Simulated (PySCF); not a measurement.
# F3Fe (FeF3): the cost of one run

Programs: PySCF 2.14.0, with routines of our own; each step states its level. All values are computed. Atoms count from 0.

## 1. The system as given

4 atoms, charge 0, states of the metal's open shell are computed; geometry from: model start, shaken.

## 2. Relaxing the molecule at PBE0-D3(BJ)/def2-TZVP

Job settings and geometry (Å):

```
{"job": {"xc": "PBE0", "basis": "def2-TZVP", "d3": "d3bj", "grid": 1, "maxiter": 45, "kind": "geom"}, "charge": 0, "metal": "Fe", "open_shell": "d5"}
Fe     0.000020     0.004480    -0.004110
F      1.751640    -0.006820    -0.014870
F     -0.881600     1.548640    -0.007380
F     -0.891810    -1.521190     0.005350
```

On the command line:

```bash
OMP_NUM_THREADS=1 python lf_run.py task.json out
```

One launch serves the whole session: the jobs run in the order shown.

**Question.** How long does this first job take on 1 thread of Arm Neoverse V1, shared host, and how much memory does it need?

About 24 s, with a peak of 0.55 GiB.
